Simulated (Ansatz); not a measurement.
# CH9FO2Si: the cost of one run

Method: RKS B3LYP-D4/def2-SVP, in Ansatz 0.2.0.

### Step 1. The starting structure

Bond lengths: Si1–O2 2.064 Å, O2–C3 1.394 Å, Si1–H4 1.453 Å, Si1–H5 1.457 Å, Si1–H6 1.488 Å, Si1–F8 2.003 Å, C3–H11 1.090 Å, C3–H12 1.094 Å, C3–H13 1.093 Å, O10–H14 0.959 Å. Angles (14 of 17 angles, heavy atoms first): Si1–O2–C3 116.0°, O2–Si1–F8 84.0°, O2–Si1–H4 98.9°, O2–Si1–H5 108.3°, O2–Si1–H6 91.9°, H4–Si1–F8 80.0°, H5–Si1–F8 79.3°, H6–Si1–F8 175.7°, O2–C3–H11 109.5°, O2–C3–H12 111.6°, O2–C3–H13 108.8°, H4–Si1–H5 143.6°, H4–Si1–H6 101.7°, H5–Si1–H6 101.1°.

Structure file:

```xyz
14

Si   -0.5837   -0.2857    1.5269
O     0.6603   -0.2706   -0.1196
C     0.5901   -1.3881   -0.9495
H     0.2130    0.5392    2.4187
H    -1.9427   -0.5452    1.0714
H    -0.1435   -1.6554    1.9083
H    -0.6755    1.8922   -0.1824
F    -1.1125    1.5349    0.8798
H     0.4385    0.7879   -0.7964
O     0.0500    1.9242   -1.2254
H     0.7202   -2.2921   -0.3540
H    -0.3699   -1.4431   -1.4704
H     1.3938   -1.3306   -1.6879
H     0.7619    2.5322   -1.0196
```

### Step 2. Pulling towards end A

Springs on the bonds that form and break draw the guess towards this end; the thresholds are loose.

Input file input.yaml:

```yaml
crystal:
  periodic: [false, false, false]
  atoms:
    - { symbol: Si, position_ang: [-0.5837, -0.2857, 1.5269] }
    - { symbol: O, position_ang: [0.6603, -0.2706, -0.1196] }
    - { symbol: C, position_ang: [0.5901, -1.3881, -0.9495] }
    - { symbol: H, position_ang: [0.213, 0.5392, 2.4187] }
    - { symbol: H, position_ang: [-1.9427, -0.5452, 1.0714] }
    - { symbol: H, position_ang: [-0.1435, -1.6554, 1.9083] }
    - { symbol: H, position_ang: [-0.6755, 1.8922, -0.1824] }
    - { symbol: F, position_ang: [-1.1125, 1.5349, 0.8798] }
    - { symbol: H, position_ang: [0.4385, 0.7879, -0.7964] }
    - { symbol: O, position_ang: [0.05, 1.9242, -1.2254] }
    - { symbol: H, position_ang: [0.7202, -2.2921, -0.354] }
    - { symbol: H, position_ang: [-0.3699, -1.4431, -1.4704] }
    - { symbol: H, position_ang: [1.3938, -1.3306, -1.6879] }
    - { symbol: H, position_ang: [0.7619, 2.5322, -1.0196] }
basis:
  gaussian: { orbitals: def2-SVP }
hamiltonian:
  xc: b3lyp
  dispersion: d4
relax:
  f_tol: 0.15
  max_steps: 25
  restrain:
    - { distance: [0, 7], at: 2.98, k: 30.0 }
    - { distance: [6, 9], at: 2.27, k: 30.0 }
    - { distance: [8, 1], at: 2.27, k: 30.0 }
    - { distance: [0, 1], at: 1.77, k: 30.0 }
    - { distance: [6, 7], at: 0.88, k: 30.0 }
    - { distance: [8, 9], at: 0.97, k: 30.0 }
```

Started as:

```bash
$ ansatz run input.yaml --threads 4 --pin off --max-ram 5120MiB --backend cpu --events-out ev --progress --plain --runs-dir out
```

What time and memory should one allow on 4 threads of an Arm CPU, shared host?

About 71 s, with a peak of 0.28 GiB.
